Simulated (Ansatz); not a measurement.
# C3H11GaGeO: how energies converge with the basis set

One table from this session's results is given with a row withheld; the runs are named, their logs left out.

Method: one geometry, several basis sets; program: Ansatz 0.2.0, Gaussian basis.

Plan: PBE0-D4/def2-SVP; ωB97M-V/def2-SVP; PBE0-D4/def2-QZVPP; ωB97M-V/def2-QZVPP; the functionals' def2-TZVPP values are taken from earlier runs.

### Structure used throughout

The geometry comes from an earlier relaxation with PBE0-D4 in a triple-zeta def2 set; it is a stationary point, not always the lowest conformer.

SMILES `C[CH2][GeH]([GaH2])[O]C`, 17 atoms, charge 0, spin multiplicity 1.

Atoms are counted from 1 here; the program's logs count them from 0.

Bond lengths: C1–C2 1.522 Å, C1–H7 1.095 Å, C1–H8 1.093 Å, C1–H9 1.094 Å, C2–Ge3 1.971 Å, C2–H10 1.094 Å, C2–H11 1.094 Å, Ge3–Ga4 2.464 Å, Ge3–O5 1.799 Å, Ge3–H12 1.545 Å, Ga4–H13 1.573 Å, Ga4–H14 1.576 Å, O5–C6 1.401 Å, C6–H15 1.094 Å, C6–H16 1.101 Å, C6–H17 1.099 Å. Angles: C2–C1–H7 111.4°, C2–C1–H8 111.9°, C2–C1–H9 111.7°, H7–C1–H8 107.4°, H7–C1–H9 106.9°, H8–C1–H9 107.2°, C1–C2–Ge3 114.4°, C1–C2–H10 111.2°, C1–C2–H11 110.7°, Ge3–C2–H10 106.4°, Ge3–C2–H11 107.1°, H10–C2–H11 106.6°, C2–Ge3–Ga4 112.5°, C2–Ge3–O5 109.1°, C2–Ge3–H12 109.8°, Ga4–Ge3–O5 110.0°, Ga4–Ge3–H12 113.3°, O5–Ge3–H12 101.7° and more.

Set-up of the first run:

Contents of in.yaml:

```yaml
crystal:
  periodic: [false, false, false]
  atoms:
    - {symbol: C, position_ang: [0.881203, -1.735485, -0.396903]}
    - {symbol: C, position_ang: [1.575467, -0.382131, -0.341279]}
    - {symbol: Ge, position_ang: [0.353179, 1.163517, -0.394374]}
    - {symbol: Ga, position_ang: [-1.647227, 0.734830, -1.766858]}
    - {symbol: O, position_ang: [-0.133436, 1.587134, 1.284660]}
    - {symbol: C, position_ang: [-0.866099, 0.649862, 2.024025]}
    - {symbol: H, position_ang: [0.322053, -1.860015, -1.329701]}
    - {symbol: H, position_ang: [0.175470, -1.865974, 0.427429]}
    - {symbol: H, position_ang: [1.597944, -2.559791, -0.343563]}
    - {symbol: H, position_ang: [2.167047, -0.277647, 0.573181]}
    - {symbol: H, position_ang: [2.270888, -0.270461, -1.178451]}
    - {symbol: H, position_ang: [1.127978, 2.428620, -0.824306]}
    - {symbol: H, position_ang: [-3.099328, 0.762402, -1.162134]}
    - {symbol: H, position_ang: [-1.496838, 0.433484, -3.306420]}
    - {symbol: H, position_ang: [-1.229097, 1.134112, 2.934828]}
    - {symbol: H, position_ang: [-1.742900, 0.271428, 1.476146]}
    - {symbol: H, position_ang: [-0.256294, -0.213895, 2.323730]}
basis:
  gaussian: {orbitals: def2-SVP}
hamiltonian: {xc: pbe0, dispersion: d4}
output: {orbitals: {seedname: orbitals}}
```

Command:

```sh
ansatz run in.yaml --threads 2 --pin off --events-out ev --progress --plain --max-ram 22528MiB --backend cpu
```

Steps of the session up to this table: PBE0-D4 in def2-SVP; ωB97M-V in def2-SVP; PBE0-D4 in def2-QZVPP; ωB97M-V in def2-QZVPP.

One table of the session follows, with a row left open; its other results are not shown here.

It belongs to the step «Density functionals: the series». 

| functional | basis | HOMO (eV) | LUMO (eV) |
| --- | --- | --- | --- |
| PBE0-D4 | def2-SVP | -6.77 | -2.06 |
| PBE0-D4 | def2-TZVPP | ? | ? |
| PBE0-D4 | def2-QZVPP | -6.86 | -2.11 |
| ωB97M-V | def2-SVP | -8.86 | -0.33 |
| ωB97M-V | def2-TZVPP | -8.94 | -0.38 |
| ωB97M-V | def2-QZVPP | -8.96 | -0.48 |

Estimate the missing values for PBE0-D4, def2-TZVPP.

**Answer.** HOMO (eV): -6.84; LUMO (eV): -2.09. In the column «HOMO (eV)» it lies between PBE0-D4, def2-QZVPP (-6.86) and PBE0-D4, def2-SVP (-6.77).
